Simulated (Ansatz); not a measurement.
**C2H5BO3: how energies converge with the basis set**

How large a basis does C2H5BO3 need? Two functionals are run in growing sets.

Program: Ansatz 0.2.0, Gaussian basis. Level of theory: one geometry, several basis sets. These are calculated values, not measurements.

Levels to be run: PBE0-D4/def2-SVP; ωB97M-V/def2-SVP; PBE0-D4/def2-QZVPP; ωB97M-V/def2-QZVPP; the functionals' def2-TZVPP values are taken from earlier runs.

## Step 1: The relaxed structure

An earlier PBE0-D4 in a triple-zeta def2 set relaxation fixed the geometry.

SMILES `C=C(O)B(O)O`, 11 atoms, charge 0, spin multiplicity 1.

Atoms are counted from 1 here; the program's logs count them from 0.

Bond lengths: C1–C2 1.331 Å, C1–H7 1.087 Å, C1–H8 1.081 Å, C2–O3 1.371 Å, C2–B4 1.571 Å, O3–H9 0.962 Å, B4–O5 1.361 Å, B4–O6 1.358 Å, O5–H10 0.962 Å, O6–H11 0.961 Å. Angles: C2–C1–H7 122.8°, C2–C1–H8 119.3°, H7–C1–H8 117.9°, C1–C2–O3 123.9°, C1–C2–B4 124.4°, O3–C2–B4 111.6°, C2–O3–H9 109.9°, C2–B4–O5 120.1°, C2–B4–O6 119.6°, O5–B4–O6 120.2°, B4–O5–H10 111.1°, B4–O6–H11 112.0°.

## Step 2: PBE0-D4 in def2-SVP

in.yaml

```yaml
crystal:
  periodic: [false, false, false]
  atoms:
    - {symbol: C, position_ang: [-0.520452, -1.147325, 1.081071]}
    - {symbol: C, position_ang: [0.181546, -0.175521, 0.502964]}
    - {symbol: O, position_ang: [1.285121, 0.410068, 1.066455]}
    - {symbol: B, position_ang: [-0.147525, 0.442571, -0.903448]}
    - {symbol: O, position_ang: [0.630622, 1.436385, -1.412336]}
    - {symbol: O, position_ang: [-1.212169, -0.020531, -1.607476]}
    - {symbol: H, position_ang: [-0.268658, -1.555547, 2.056342]}
    - {symbol: H, position_ang: [-1.379951, -1.556109, 0.568330]}
    - {symbol: H, position_ang: [1.463884, 0.014067, 1.925283]}
    - {symbol: H, position_ang: [1.344462, 1.661898, -0.807599]}
    - {symbol: H, position_ang: [-1.311583, 0.433043, -2.448886]}
basis:
  gaussian: {orbitals: def2-SVP}
hamiltonian: {xc: pbe0, dispersion: d4}
output: {orbitals: {seedname: orbitals}}
```

The runs that follow: ωB97M-V in def2-SVP; PBE0-D4 in def2-QZVPP; ωB97M-V in def2-QZVPP.

Q: Predict the results of all the runs planned. Wanted: PBE0-D4: double and triple zeta above quadruple; ωB97M-V: double and triple zeta above quadruple.

The runs gave:

| quantity | value |
| --- | --- |
| PBE0-D4: double and triple zeta above quadruple | 11.01, 0.51 eV |
| ωB97M-V: double and triple zeta above quadruple | 11.28, 0.48 eV |

What this shows: For PBE0-D4 the step from double to triple zeta gains 10.51 eV and the next only 0.51 eV. These are total energies; as a rule much of such shifts cancels in differences, which this series doesn't test. The LUMO of ωB97M-V is positive and keeps falling with the basis (2.12 to 1.59 eV): an unbound level that the basis holds in place.
